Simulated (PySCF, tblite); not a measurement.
# C16H14: electronic excitations, NMR shifts

Aim: compute the electronic excitations, NMR shifts of C16H14 (`C(/C=C/c1ccccc1)=C\c1ccccc1`).

Programs: tblite 0.8.0 and PySCF 2.14.0, with routines of our own; each step states its level. All values are computed. Atoms count from 0.

## 1. The starting structure

30 atoms, charge 0, multiplicity 1; geometry from: force field, distance geometry or constructed start.

## 2. Optimising the geometry with GFN2-xTB

Job settings and geometry (Å):

```
{"job": {"kind": "relax", "xc": "GFN2-xTB", "basis": "xTB"}, "charge": 0, "multiplicity": 1}
C     -0.707300     0.012100    -0.097800
C      0.709000    -0.174900     0.089300
C      1.629900     0.230700    -0.799100
C      3.089000     0.088900    -0.701000
C      3.882400     0.579900    -1.738000
C      5.273500     0.472600    -1.707700
C      5.900100    -0.132500    -0.622700
C      5.133300    -0.629800     0.429300
C      3.738100    -0.526100     0.390000
C     -1.627400    -0.397300     0.801600
C     -3.091800    -0.249200     0.692700
C     -3.738000     0.358700    -0.390300
C     -5.133300     0.469900    -0.422700
C     -5.897700    -0.029800     0.616700
C     -5.279000    -0.631700     1.705100
C     -3.885300    -0.744100     1.747600
H     -1.011300     0.514300    -1.012100
H      1.010600    -0.679400     1.011900
H      1.279600     0.730500    -1.703500
H      3.427000     1.061700    -2.600500
H      5.870200     0.867900    -2.524200
H      6.981900    -0.217800    -0.589100
H      5.615800    -1.103300     1.284600
H      3.169100    -0.930200     1.226100
H     -1.279700    -0.889600     1.707000
H     -3.179300     0.761800    -1.225000
H     -5.611700     0.946900    -1.278500
H     -6.983400     0.056300     0.590100
H     -5.871800    -1.027600     2.523500
H     -3.423100    -1.224300     2.606400
```

Command:

```sh
$ OMP_NUM_THREADS=1 python large_run.py task.json out
```

One launch serves the whole session: the jobs run in the order shown.

Log:

```text
step      E/eV     max force
  0   -1124.63766    0.698
  1   -1124.67479    0.373
  2   -1124.69252    0.247
  3   -1124.70722    0.129
  4   -1124.70892    0.117
  5   -1124.71119    0.105
  6   -1124.71330    0.110
  7   -1124.71523    0.095
  8   -1124.71677    0.077
  9   -1124.71821    0.085
 10   -1124.71974    0.091
 11   -1124.72119    0.084
 12   -1124.72225    0.066
 13   -1124.72299    0.052
 14   -1124.72369    0.055
 15   -1124.72444    0.070
 16   -1124.72501    0.057
 17   -1124.72527    0.026
 18   -1124.72538    0.021
 19   -1124.72544    0.017
```

Run time: 0.26 s. Hardware: 1 thread of Arm Neoverse V1, shared host.

Step by step:

| step | energy from step 0 (eV) | largest force (eV/Å) |
| --- | --- | --- |
| 0 | 0.0000 | 0.6985 |
| 1 | -0.0371 | 0.3736 |
| 2 | -0.0549 | 0.2470 |
| 3 | -0.0696 | 0.1298 |
| 4 | -0.0713 | 0.1167 |
| 5 | -0.0735 | 0.1055 |
| 6 | -0.0756 | 0.1103 |
| 7 | -0.0776 | 0.0952 |
| 8 | -0.0791 | 0.0762 |
| 9 | -0.0805 | 0.0851 |
| 10 | -0.0821 | 0.0901 |
| 11 | -0.0835 | 0.0835 |
| 12 | -0.0846 | 0.0660 |
| 13 | -0.0853 | 0.0517 |
| 14 | -0.0860 | 0.0554 |
| 15 | -0.0868 | 0.0695 |
| 16 | -0.0874 | 0.0574 |
| 17 | -0.0876 | 0.0254 |
| 18 | -0.0877 | 0.0212 |
| 19 | -0.0878 | 0.0172 |

Distances of close pairs at the start and the end, largest changes first:

| bond | before (Å) | after (Å) | change (Å) |
| --- | --- | --- | --- |
| C9–C10 | 1.476 | 1.447 | -0.029 |
| C2–C3 | 1.469 | 1.447 | -0.022 |
| C11–C12 | 1.400 | 1.381 | -0.019 |
| C14–C15 | 1.399 | 1.380 | -0.019 |
| C7–C8 | 1.400 | 1.381 | -0.019 |
| C4–C5 | 1.396 | 1.380 | -0.016 |
| C1–H17 | 1.094 | 1.082 | -0.012 |
| C3–C8 | 1.411 | 1.398 | -0.012 |

The end geometry stands in the next job.

## 3. Vibrational analysis with GFN2-xTB

Job settings and geometry (Å):

```
{"job": {"kind": "ir", "xc": "GFN2-xTB", "basis": "xTB"}, "charge": 0, "multiplicity": 1}
C     -0.702586     0.013890    -0.098834
C      0.701536    -0.179202     0.098051
C      1.628458     0.227141    -0.789068
C      3.065416     0.084103    -0.689726
C      3.858154     0.578259    -1.731488
C      5.233679     0.472484    -1.695448
C      5.855541    -0.131422    -0.614982
C      5.086832    -0.627817     0.425916
C      3.710499    -0.522942     0.392474
C     -1.629389    -0.390655     0.789113
C     -3.065865    -0.246465     0.690627
C     -3.711075     0.360448    -0.391552
C     -5.087523     0.465843    -0.424991
C     -5.856032    -0.029361     0.616877
C     -5.233842    -0.633479     1.697106
C     -3.858435    -0.740046     1.732593
H     -0.993261     0.512081    -1.013859
H      0.992436    -0.677508     1.013042
H      1.283719     0.721334    -1.690834
H      3.379226     1.051057    -2.577903
H      5.824702     0.861758    -2.511842
H      6.931789    -0.214144    -0.584473
H      5.568900    -1.100447     1.269430
H      3.130725    -0.915727     1.213473
H     -1.285218    -0.884184     1.691013
H     -3.131993     0.753168    -1.213329
H     -5.569959     0.937534    -1.269472
H     -6.932399     0.054915     0.586544
H     -5.825361    -1.022824     2.513020
H     -3.379488    -1.213042     2.578429
```

Log:

```text
mode    cm-1     km/mol
  1      15.9      0.00
  2      35.6      0.08
  3      46.8      0.00
  4      47.9      0.01
  5     136.1      0.00
  6     145.8      0.09
  7     151.1      0.01
  8     226.8      0.01
  9     270.1      0.24
 10     297.8      0.18
 11     301.8      0.07
 12     367.3      0.06
 13     367.4      0.04
 14     448.9      3.61
 15     457.6      0.00
 16     467.9      3.20
 17     502.7      0.01
 18     585.3      0.00
 19     588.2      0.14
 20     591.6      0.03
 21     613.6      4.07
 22     655.2      4.15
 23     660.5      0.01
 24     731.0     34.90
 25     748.7      0.02
 26     791.4     13.88
 27     808.7      0.02
 28     835.6      0.35
 29     865.1      0.00
 30     865.3      0.01
 31     869.6      0.01
 32     893.3      0.10
 33     893.6      0.93
 34     925.1      0.16
 35     925.6      0.05
 36     929.4      0.33
 37     930.0      0.48
 38     961.6      0.35
 39     986.1      1.79
 40     989.6      0.05
 41    1017.6     30.66
 42    1085.4      0.32
 43    1085.9      0.02
 44    1121.1      0.52
 45    1122.9      0.02
 46    1166.1      0.01
 47    1179.9      0.62
 48    1182.7      0.00
 49    1185.7      0.43
 50    1198.0      0.06
 51    1212.9      0.52
 52    1240.7      0.83
 53    1253.5      0.00
 54    1280.1      0.16
 55    1280.6      1.12
 56    1306.7      0.08
 57    1317.7      0.05
 58    1319.3      0.00
 59    1340.4      1.03
 60    1342.0      0.14
 61    1433.5      0.28
 62    1436.3      0.01
 63    1473.3      1.39
 64    1475.7      0.00
 65    1568.9      0.00
 66    1575.9      0.04
 67    1578.7      0.01
 68    1594.3      9.72
 69    1620.5      0.00
 70    1637.1      0.13
 71    3034.8     18.22
 72    3038.3     18.92
 73    3060.2      0.05
 74    3065.4      6.24
 75    3068.1      2.11
 76    3069.6     39.35
 77    3072.6     56.88
 78    3074.5     13.41
 79    3079.1     64.74
 80    3079.3     58.87
 81    3089.3     97.69
 82    3090.5    108.04
 83    3094.7     43.43
 84    3097.0     50.64
```

Run time: 2.2 s. Hardware: 1 thread of Arm Neoverse V1, shared host.

Which atoms move in the most intense modes:

| cm⁻¹ | km/mol | atoms |
| --- | --- | --- |
| 3070 | 39.4 | H26 59 %, H27 13 % |
| 3073 | 56.9 | H16 29 %, H17 18 %, H22 13 % |
| 3079 | 64.7 | H28 33 %, H27 25 %, H29 22 % |
| 3079 | 58.9 | H20 46 %, H22 20 %, H19 14 % |
| 3089 | 97.7 | H27 38 %, H28 29 %, H25 17 % |
| 3090 | 108.0 | H21 47 %, H20 20 %, H23 19 % |
| 3095 | 43.4 | H25 66 %, H26 11 % |
| 3097 | 50.6 | H23 64 %, H22 15 %, H21 10 % |

## 4. Electronic excitations: TDA PBE/6-31G*

Settings changed since step 3:

```diff
@@ -1,2 +1,2 @@
-{"job": {"kind": "ir", "xc": "GFN2-xTB", "basis": "xTB"}, "charge": 0, "multiplicity": 1}
+{"job": {"kind": "uv", "basis": "6-31G*", "grid": 1, "kgrid": 0, "vcut": null, "nstates": 8, "ntriplets": 3, "tda": true, "delta": ["ip_vertical"], "pop": true, "xc": "PBE"}, "charge": 0, "multiplicity": 1}
 C     -0.702586     0.013890    -0.098834
```

Level: TDA PBE/6-31G*, vertical, gas phase, core orbitals frozen in the response.

Log:

```text
start: PBE on a coarse grid of 24925 points
cycle   1  E = -617.2869049863  dE =  2.313e+00  |g| = 7.707e-01  |ddm| = 5.872e+00
cycle   2  E = -617.1947328981  dE =  9.217e-02  |g| = 9.730e-01  |ddm| = 2.310e+00
cycle   3  E = -617.4626764862  dE = -2.679e-01  |g| = 1.019e-01  |ddm| = 1.441e+00
cycle   4  E = -617.4640495083  dE = -1.373e-03  |g| = 6.792e-02  |ddm| = 1.983e-01
cycle   5  E = -617.4654755373  dE = -1.426e-03  |g| = 2.160e-02  |ddm| = 1.087e-01
cycle   6  E = -617.4656055454  dE = -1.300e-04  |g| = 7.179e-03  |ddm| = 2.826e-02
final grid: 109107 points
cycle   7  E = -617.2817213938  dE = -2.633e-05  |g| = 2.278e-02  |ddm| = 7.384e-02
cycle   8  E = -617.2814190567  dE =  3.023e-04  |g| = 3.955e-02  |ddm| = 7.388e-02
cycle   9  E = -617.2818389104  dE = -4.199e-04  |g| = 1.018e-02  |ddm| = 5.225e-02
cycle  10  E = -617.2818693765  dE = -3.047e-05  |g| = 2.074e-03  |ddm| = 1.320e-02
cycle  11  E = -617.2818711655  dE = -1.789e-06  |g| = 8.861e-04  |ddm| = 3.226e-03
cycle  12  E = -617.2818708320  dE =  3.335e-07  |g| = 2.659e-04  |ddm| = 1.228e-03
cycle  13  E = -617.2818707665  dE =  6.553e-08  |g| = 4.724e-05  |ddm| = 3.763e-04
converged SCF energy = -617.2818707665
Vertical ionisation energy (delta-SCF) = 6.6223 eV   <S^2> = 0.753

Static polarisability (au): isotropic 228.731, principal 52.760 163.458 469.975

Singlet excitations
state   eV       nm        f      main configurations
  1   3.6890    336.1   2.16190   H->L 0.90
  2   3.8578    321.4   0.00000   H->L+1 0.52, H-1->L 0.46
  3   3.9406    314.6   0.03023   H-2->L 0.58, H->L+2 0.41
  4   3.9772    311.7   0.00000   H-3->L 0.58, H->L+3 0.40
  5   4.3071    287.9   0.00000   H->L+3 0.27, H-3->L 0.23, H->L+1 0.22
  6   4.3271    286.5   0.11969   H->L+2 0.50, H-2->L 0.34
  7   4.9978    248.1   0.01030   H-4->L 0.67, H->L+4 0.30
  8   5.3315    232.6   0.00000   H-1->L+2 0.46, H-2->L+1 0.30

Triplet excitations (Tamm-Dancoff, eV): 2.0778 3.4414 3.6858
```

Run time: 20 s. Hardware: 1 thread of Arm Neoverse V1, shared host; peak memory 0.52 GiB.

The orbitals next to the gap, with their largest atomic shares:

| orbital | eV | atoms |
| --- | --- | --- |
| HOMO−4 | -7.00 | C2 14 %, C9 14 %, C13 12 % |
| HOMO−3 | -6.08 | C4 16 %, C15 15 %, C7 15 % |
| HOMO−2 | -6.07 | C15 12 %, C4 12 %, C8 12 % |
| HOMO−1 | -6.02 | C11 10 %, C14 10 %, C8 10 % |
| HOMO | -4.64 | C2 16 %, C9 16 %, C0 10 % |
| LUMO | -2.21 | C2 16 %, C9 16 %, C0 10 % |
| LUMO+1 | -0.80 | C11 13 %, C8 13 %, C14 13 % |
| LUMO+2 | -0.68 | C12 13 %, C7 13 %, C15 13 % |
| LUMO+3 | -0.61 | C7 14 %, C12 14 %, C4 13 % |

With each of the 8 states as a Gaussian band of 0.4 eV half-width at 1/e, the curve within the window shown has maxima at 335 nm (ε 89,000) L/(mol cm). Beyond the last state computed it falls off for lack of states. The curve at chosen wavelengths:

| nm | ε (L/mol/cm) |
| --- | --- |
| 220 | 34 |
| 227 | 113 |
| 234 | 254 |
| 242 | 476 |
| 249 | 769 |
| 256 | 1323 |
| 263 | 2333 |
| 271 | 4231 |
| 278 | 6845 |
| 285 | 11104 |
| 292 | 18137 |
| 300 | 30665 |
| 307 | 45179 |
| 314 | 61020 |
| 321 | 75257 |
| 329 | 85991 |
| 336 | 88735 |
| 343 | 85257 |
| 350 | 76855 |
| 358 | 63712 |
| 365 | 51272 |
| 372 | 39503 |
| 379 | 29289 |
| 387 | 19970 |
| 394 | 13842 |
| 401 | 9353 |

Further results of this job:

| property | computed |
| --- | --- |
| dipole moment (D) | 0.00 |
| polarisability (Å³) | 33.89 |
| HOMO–LUMO gap (eV) | 2.43 |
| −ε(HOMO) (eV) | 4.64 |

## 5. NMR shifts: GIAO OPBE/pcSseg-1

Settings changed since step 4:

```diff
@@ -1,2 +1,2 @@
-{"job": {"kind": "uv", "basis": "6-31G*", "grid": 1, "kgrid": 0, "vcut": null, "nstates": 8, "ntriplets": 3, "tda": true, "delta": ["ip_vertical"], "pop": true, "xc": "PBE"}, "charge": 0, "multiplicity": 1}
+{"job": {"kind": "nmr", "basis": "pcSseg-1", "pop": false, "xc": "OPBE"}, "charge": 0, "multiplicity": 1}
 C     -0.702586     0.013890    -0.098834
```

Level: GIAO OPBE/pcSseg-1 NMR shielding, non-relativistic, gas phase.

Log:

```text
start: PBE on a coarse grid of 24925 points
cycle   1  E = -616.9374190682  dE =  2.291e+00  |g| = 7.513e-01  |ddm| = 5.934e+00
cycle   2  E = -616.8297598465  dE =  1.077e-01  |g| = 9.922e-01  |ddm| = 2.217e+00
cycle   3  E = -617.1011784770  dE = -2.714e-01  |g| = 9.739e-02  |ddm| = 1.395e+00
cycle   4  E = -617.1024011217  dE = -1.223e-03  |g| = 6.257e-02  |ddm| = 1.787e-01
cycle   5  E = -617.1035574820  dE = -1.156e-03  |g| = 2.166e-02  |ddm| = 9.716e-02
cycle   6  E = -617.1036853405  dE = -1.279e-04  |g| = 7.585e-03  |ddm| = 2.696e-02
final grid: 232512 points
cycle   7  E = -617.7631294314  dE = -2.045e-02  |g| = 2.778e-02  |ddm| = 7.276e-01
cycle   8  E = -617.7630654910  dE =  6.394e-05  |g| = 2.949e-02  |ddm| = 8.426e-02
cycle   9  E = -617.7631883899  dE = -1.229e-04  |g| = 1.991e-02  |ddm| = 4.927e-02
cycle  10  E = -617.7632980189  dE = -1.096e-04  |g| = 6.311e-03  |ddm| = 2.676e-02
cycle  11  E = -617.7633109175  dE = -1.290e-05  |g| = 1.660e-03  |ddm| = 8.372e-03
cycle  12  E = -617.7633106928  dE =  2.246e-07  |g| = 1.009e-03  |ddm| = 2.807e-03
cycle  13  E = -617.7633126391  dE = -1.946e-06  |g| = 2.231e-04  |ddm| = 1.294e-03
cycle  14  E = -617.7633121564  dE =  4.826e-07  |g| = 1.023e-04  |ddm| = 2.928e-04
cycle  15  E = -617.7633106624  dE =  1.494e-06  |g| = 3.069e-05  |ddm| = 1.345e-04
converged SCF energy = -617.7633106624

GIAO shielding tensors (ppm)
atom      isotropic    diamagn.    paramagn.     s11        s22        s33       span
  0 C       59.038     257.551    -198.513    -28.117     52.069    153.163    181.280
  1 C       59.020     257.484    -198.465    -28.166     52.060    153.166    181.332
  2 C       53.774     257.945    -204.171    -28.858     61.322    128.856    157.714
  3 C       54.510     254.178    -199.668    -27.661     14.212    176.979    204.640
  4 C       58.639     246.224    -187.584    -32.298     48.556    159.659    191.958
  5 C       60.674     250.451    -189.778    -41.423     48.461    174.984    216.407
  6 C       61.874     249.921    -188.047    -37.277     47.544    175.356    212.633
  7 C       61.233     249.100    -187.868    -40.920     48.553    176.065    216.985
  8 C       66.788     248.732    -181.944    -28.841     50.034    179.171    208.012
  9 C       53.831     257.817    -203.986    -28.779     61.336    128.936    157.714
 10 C       54.558     254.139    -199.582    -27.575     14.221    177.026    204.602
 11 C       66.757     248.947    -182.190    -28.865     50.007    179.129    207.994
 12 C       61.134     249.149    -188.015    -41.086     48.547    175.941    217.028
 13 C       61.818     249.934    -188.116    -37.358     47.516    175.295    212.653
 14 C       60.702     250.385    -189.682    -41.357     48.458    175.006    216.363
 15 C       58.696     246.008    -187.312    -32.207     48.579    159.715    191.922
 16 H       24.343      37.480     -13.138     21.005     22.191     29.831      8.826
 17 H       24.340      37.455     -13.114     21.003     22.190     29.828      8.825
 18 H       24.907      37.593     -12.687     21.626     23.021     30.073      8.447
 19 H       24.302      32.744      -8.442     20.851     23.619     28.435      7.584
 20 H       24.076      27.550      -3.475     20.978     24.358     26.891      5.913
 21 H       24.238      26.179      -1.941     21.284     24.685     26.744      5.460
 22 H       24.050      29.254      -5.204     20.763     24.276     27.111      6.348
 23 H       23.636      34.462     -10.827     19.051     23.168     28.688      9.637
 24 H       24.913      37.563     -12.650     21.631     23.025     30.083      8.451
 25 H       23.634      34.514     -10.880     19.047     23.167     28.688      9.642
 26 H       24.041      29.343      -5.302     20.755     24.267     27.100      6.345
 27 H       24.234      26.183      -1.949     21.281     24.680     26.740      5.459
 28 H       24.077      27.457      -3.380     20.978     24.363     26.891      5.912
 29 H       24.308      32.675      -8.367     20.859     23.623     28.442      7.582
```

Wall time 24 s (1 thread of Arm Neoverse V1, shared host); peak memory 0.57 GiB.

The references, computed at this level on geometries of the same kind, shield at (ppm): 1H TMS 31.67, 13C TMS 187.5. Their shielding less the atom's gives the shift. The references are single molecules in the gas phase. Atoms listed in one row are averaged.

| atoms | environment | σ (ppm) | δ (ppm) |
| --- | --- | --- | --- |
| C2, C9 | alkene CH | 53.8 | 133.7 |
| C3, C10 | substituted aromatic carbon | 54.5 | 133.0 |
| C0, C1 | alkene CH | 59.0 | 128.5 |
| C5, C7, C12, C14 | aromatic CH | 60.9 | 126.6 |
| C6, C13 | aromatic CH | 61.8 | 125.7 |
| C4, C8, C11, C15 | aromatic CH | 62.7 | 124.8 |
| H19, H23, H25, H29 | hydrogen on an aromatic CH | 23.97 | 7.70 |
| H20, H22, H26, H28 | hydrogen on an aromatic CH | 24.06 | 7.61 |
| H21, H27 | hydrogen on an aromatic CH | 24.24 | 7.44 |
| H16, H17 | hydrogen on an alkene CH | 24.34 | 7.33 |
| H18, H24 | hydrogen on an alkene CH | 24.91 | 6.76 |

Ring of atoms C3, C4, C5, C6, C7, C8: NICS(0) -7.0, NICS(1) -9.8, NICS(1)zz -24.5 ppm (means of both faces).

## 6. Outcome

```
                                                               quantity                                         value
                              strongest single infrared mode (GFN2-xTB)                         3090 cm⁻¹, 108 km/mol
                                           zero-point energy (GFN2-xTB)                                150.9 kcal/mol
                                            lowest singlet (PBE/6-31G*)                   3.69 eV (336 nm), f = 2.162
                                                         lowest triplet                                       2.08 eV
                                      vertical ionisation energy (ΔSCF)                                       6.62 eV
13C shifts against TMS (OPBE/pcSseg-1, means over atoms taken as alike)  133.7, 133.0, 128.5, 126.6, 125.7, 124.8 ppm
 1H shifts against TMS (OPBE/pcSseg-1, means over atoms taken as alike)              7.70, 7.61, 7.44, 7.33, 6.76 ppm
```

No mode is imaginary among the 84: a minimum at this level. GFN2-xTB is a fitted tight-binding method: band positions and strengths are rough. Its intensities can rank the bands wrongly. The lowest singlet, at 3.69 eV, is HOMO→LUMO 0.90 and is bright. The lowest triplet lies 1.61 eV below the lowest singlet. ΔSCF puts the ionisation energy at 6.62 eV, 1.99 eV above −ε(HOMO). NICS(1)zz of -24 ppm above the planar ring from C3 marks a diatropic (aromatic) ring current.
